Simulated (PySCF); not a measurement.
**The bond of GeBr, level by level**

The task here is to estimate one member of a computed series from the others.

Program: PySCF 2.14.0. Level of theory: Ge cc-pVDZ-PP with ECP10, Br cc-pVDZ-PP with ECP10, scalar-relativistic core potentials. These are calculated values, not measurements.

Set-up of the first run:

Settings of the job:

| Item | Value |
| --- | --- |
| atoms | Ge, Br |
| charge | 0 |
| basis | Ge cc-pVDZ-PP with ECP10, Br cc-pVDZ-PP with ECP10 |
| Hamiltonian | scalar-relativistic core potentials |
| basis functions | 46 |
| electrons treated | 47 |
| masses in u | 73.9212, 78.9183 |
| levels | PBE0, PBE, r²SCAN, B3LYP, BLYP, TPSSh, CAM-B3LYP, HF, MP2, SCS-MP2, CCSD, CCSD(T) |
| grid | 80 radial by 434 angular points |
| occupations | held fixed by the projection of orbital angular momentum |
| dissociation limit | Ge + Br, each in its ground configuration |
| starting distance in angstrom | 2.275 |
| values of 2S to try | 1, 3 |

Started as:

```bash
> OMP_NUM_THREADS=1 python dia.py task.json out
```

Among the steps run: Set-up; First curve: PBE0; Higher solutions at PBE0; PBE (GGA); r²SCAN (meta-GGA); B3LYP (global hybrid GGA); BLYP (GGA); TPSSh (hybrid meta-GGA); CAM-B3LYP; UHF; MP2 and coupled cluster.

One table of the session follows, with a row left open; its other results are not shown here.

Differences from CCSD(T) in the same basis:

| level | Re (mÅ) | ωe (%) |
| --- | --- | --- |
| UHF | +9 | -2.4 |
| UHF-MP2 | -12 | +2.4 |
| UHF-SCS-MP2 | -3 | +0.5 |
| UHF-CCSD | -2 | +0.4 |
| PBE | +13 | -3.5 |
| BLYP | ? | ? |
| r²SCAN | -11 | -0.1 |
| TPSSh | 0 | -1.9 |
| B3LYP | +17 | -4.0 |
| PBE0 | -10 | +0.2 |
| CAM-B3LYP | -7 | -0.2 |

Q: Estimate the row for BLYP from the others.

The run gave: Re (mÅ): +43; ωe (%): -8.0. In the column «Re (mÅ)» it is the highest.
